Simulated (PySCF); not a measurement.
# One shape, several levels: IF (iodine monofluoride)

Aim: a comparison of 3 runs (HF/STO-3G, PBE0/def2-SVP, BP86/def2-SVPD) of IF (iodine monofluoride). Input form: a Python script.

The calculation is run with PySCF 2.14.0.

**1. Starting point**

IF has 2 atoms, charge 0, and is taken as a singlet. As SMILES, `FI`. Geometry: the measured bond length.

Bond lengths: F1–I2 1.910 Å.

**2. Energy and gradient at HF/STO-3G (run 1)**

run.py

```python
import pyscf.grad
from pyscf import gto

mol = gto.M(
    atom=[
    ('F', (0.000000, 0.000000, 0.000000)),
    ('I', (0.000000, 0.000000, 1.909759)),
],
    max_memory=1860,
    verbose=3,
    basis='sto-3g',
    spin=0,
)

mf = mol.RHF()
mf.conv_tol = 1e-10
mf.kernel()
if not mf.converged:
    mf = mf.newton().run(mf.mo_coeff, mf.mo_occ)

etot = mf.e_tot
print('E = %.10f Eh' % etot)
grad = mf.Gradients().kernel()
mf.analyze()
```

Started as:

```bash
$ OMP_NUM_THREADS=1 python run.py
```

The log of the run:

```text
converged SCF energy = -6948.66493150756
E = -6948.6649315076 Eh
--------------- RHF gradients ---------------
         x                y                z
0 F     0.0000000000    -0.0000000000     0.0335202156
1 I    -0.0000000000     0.0000000000    -0.0335202156
----------------------------------------------
**** MO energy ****
MO #1   energy= -1164.47301632972  occ= 2
MO #2   energy= -177.212484718145  occ= 2
MO #3   energy= -168.49511515203   occ= 2
MO #4   energy= -168.494119570221  occ= 2
MO #5   energy= -168.49411957022   occ= 2
MO #6   energy= -35.6579952745183  occ= 2
MO #7   energy= -32.5963473072409  occ= 2
MO #8   energy= -32.5914967290021  occ= 2
MO #9   energy= -32.591496729002   occ= 2
MO #10  energy= -25.9424147063176  occ= 2
MO #11  energy= -23.4129052306921  occ= 2
MO #12  energy= -23.4115208321775  occ= 2
MO #13  energy= -23.4115208321775  occ= 2
MO #14  energy= -23.4072363836956  occ= 2
MO #15  energy= -23.4072363836953  occ= 2
MO #16  energy= -6.59928373288752  occ= 2
MO #17  energy= -5.21210063416948  occ= 2
MO #18  energy= -5.19319346192087  occ= 2
MO #19  energy= -5.19319346192085  occ= 2
MO #20  energy= -2.01883806443396  occ= 2
MO #21  energy= -2.01111131255273  occ= 2
MO #22  energy= -2.01111131255268  occ= 2
MO #23  energy= -1.99454839824543  occ= 2
MO #24  energy= -1.99454839824534  occ= 2
MO #25  energy= -1.48216213803508  occ= 2
MO #26  energy= -0.687456804831161 occ= 2
MO #27  energy= -0.526985629408668 occ= 2
MO #28  energy= -0.526985629408657 occ= 2
MO #29  energy= -0.43730616209658  occ= 2
MO #30  energy= -0.291436974263448 occ= 2
MO #31  energy= -0.29143697426343  occ= 2
MO #32  energy= 0.243745970371792  occ= 0
 ** Mulliken atomic charges  **
charge of    0F =     -0.15134
charge of    1I =      0.15134
Dipole moment(X, Y, Z, Debye):  0.00000,  0.00000,  0.05338
```

It took 2 s on 1 thread of Intel Xeon at 2.70GHz, shared host; peak memory 0.12 GiB.

**3. Energy and gradient at PBE0/def2-SVP (core potential) (run 2)**

calc.py

```python
import pyscf.grad
from pyscf import gto, dft

mol = gto.Mole()
mol.atom = '''
F      0.000000     0.000000     0.000000
I      0.000000     0.000000     3.608921
'''
mol.max_memory = 1860
mol.ecp = {'I': 'def2-svp'}
mol.basis = 'def2-svp'
mol.spin = 0
mol.unit = 'bohr'
mol.verbose = 4
mol.build()

myscf = dft.RKS(mol)
myscf.xc = 'pbe0'
myscf.conv_tol = 1e-10
myscf.grids.level = 5
myscf.kernel()
if not myscf.converged:
    myscf = myscf.newton().run(myscf.mo_coeff, myscf.mo_occ)

e_final = myscf.e_tot
print('E(%s) = %.9f' % ('PBE0', e_final))
grad = myscf.Gradients().kernel()
myscf.analyze()
```

Started as:

```bash
$ OMP_NUM_THREADS=1 python calc.py
```

The log of the run:

```text
PySCF version 2.14.0

[INPUT] num. atoms = 2
[INPUT] num. electrons = 34
[INPUT] charge = 0
[INPUT] spin (= nelec alpha-beta = 2S) = 0
[INPUT] symmetry False subgroup None
[INPUT] Mole.unit = bohr
[INPUT] Symbol           X                Y                Z      unit          X                Y                Z       unit  Magmom
[INPUT]  1 F      0.000000000000   0.000000000000   0.000000000000 AA    0.000000000000   0.000000000000   0.000000000000 Bohr   0.0
[INPUT]  2 I      0.000000000000   0.000000000000   1.909758749211 AA    0.000000000000   0.000000000000   3.608921000000 Bohr   0.0

nuclear repulsion = 62.3455043765159
number of shells = 16
number of NR pGTOs = 85
number of NR cGTOs = 40
basis = def2-svp
ecp = {'I': 'def2-svp'}

[... 67 lines left out ...]
Two-electron Energy =                  321.439986378652748
[... 7 lines left out ...]
MO #4   energy= -4.95182118642259  occ= 2
[... 5 lines left out ...]
MO #10  energy= -1.9733299875712   occ= 2
[... 5 lines left out ...]
MO #16  energy= -0.291380094131072 occ= 2
[... 5 lines left out ...]
MO #22  energy= 0.37929186638115   occ= 0
[... 5 lines left out ...]
MO #28  energy= 1.204020092379     occ= 0
[... 5 lines left out ...]
MO #34  energy= 3.08886806711859   occ= 0
[... 5 lines left out ...]
MO #40  energy= 55.7713805439885   occ= 0
[... 45 lines left out ...]
Dipole moment(X, Y, Z, Debye):  0.00000,  0.00000,  2.15136
```

It took 9 s on 1 thread of Intel Xeon at 2.70GHz, shared host; peak memory 0.43 GiB.

**4. Energy and gradient at BP86/def2-SVPD (core potential) (run 3)**

input.py

```python
from pyscf import gto, dft

mol = gto.M(
    atom='''
F      0.000000     0.000000     0.000000
I      0.000000     0.000000     3.608921
''',
    charge=0,
    ecp={'I': 'def2-svp'},
    basis='def2-svpd',
    max_memory=1860,
    verbose=4,
    unit='bohr',
)

ks = dft.RKS(mol)
ks.xc = 'bp86'
ks.conv_tol = 1e-10
ks.grids.level = 5
ks.kernel()
if not ks.converged:
    ks = ks.newton().run(ks.mo_coeff, ks.mo_occ)

energy = ks.e_tot
print('E = %.10f Eh' % energy)
grad = ks.nuc_grad_method().kernel()
dip = ks.dip_moment()
pop, q = ks.mulliken_pop()
```

Started as:

```bash
$ OMP_NUM_THREADS=1 python input.py
```

The log of the run:

```text
PySCF version 2.14.0

[INPUT] num. atoms = 2
[INPUT] num. electrons = 34
[INPUT] charge = 0
[INPUT] spin (= nelec alpha-beta = 2S) = 0
[INPUT] symmetry False subgroup None
[INPUT] Mole.unit = bohr
[INPUT] Symbol           X                Y                Z      unit          X                Y                Z       unit  Magmom
[INPUT]  1 F      0.000000000000   0.000000000000   0.000000000000 AA    0.000000000000   0.000000000000   0.000000000000 Bohr   0.0
[INPUT]  2 I      0.000000000000   0.000000000000   1.909758749211 AA    0.000000000000   0.000000000000   3.608921000000 Bohr   0.0

nuclear repulsion = 62.3455043765159
number of shells = 22
number of NR pGTOs = 103
number of NR cGTOs = 58
basis = def2-svpd
ecp = {'I': 'def2-svp'}

[... 35 lines left out ...]
WARN: HOMO 0.020549306543236 == LUMO 0.0205493065432755
[... 24 lines left out ...]
converged SCF energy = -397.566532847195
[... 10 lines left out ...]
Dipole moment(X, Y, Z, Debye):  0.00000, -0.00000,  1.74336
[... 61 lines left out ...]
charge of    1I =      0.51070
```

Wall time 13 s (1 thread of Intel Xeon at 2.70GHz, shared host); peak memory 0.58 GiB.

**5. Overview of the runs**

```csv
run,level,core potential,integration grid,energy (Eh),dipole moment (D),HOMO energy (eV),LUMO energy (eV),wall time
1,HF/STO-3G,–,–,-6948.664932,0.05,-7.93,6.63,2 s
2,PBE0/def2-SVP (core potential),def2-svp,5,-397.328056,2.15,-7.93,-3.28,9 s
3,BP86/def2-SVPD (core potential),def2-svp,5,-397.566533,1.74,-6.97,-4.72,13 s
```

**6. Results**

| quantity | value |
| --- | --- |
| run 3: total energy | -397.56653 Eh |
| run 3: dipole moment | 1.74 D |
| run 3: HOMO energy | -6.97 eV |
| run 3: LUMO energy | -4.72 eV |
| run 3: HOMO–LUMO gap | 2.25 eV |
| run 3: largest force on an atom | 1.721 eV/Å |

What this shows: The dipole moment (its size) runs from 0.05 D (HF/STO-3G) to 2.15 D (PBE0/def2-SVP). The two ends differ in method and basis and core potential. The HOMO–LUMO gap runs from 2.25 eV (BP86/def2-SVPD) to 14.56 eV (HF/STO-3G). Totals of different functionals can't be ranked against each other. Some runs of one species differ in core potentials or relativity; totals across that change don't compare. In run 1 the basis is minimal, so the values are rough. In run 1 relativity is left out where basis or elements ask for it. All runs together took 24 s, the longest 13 s.
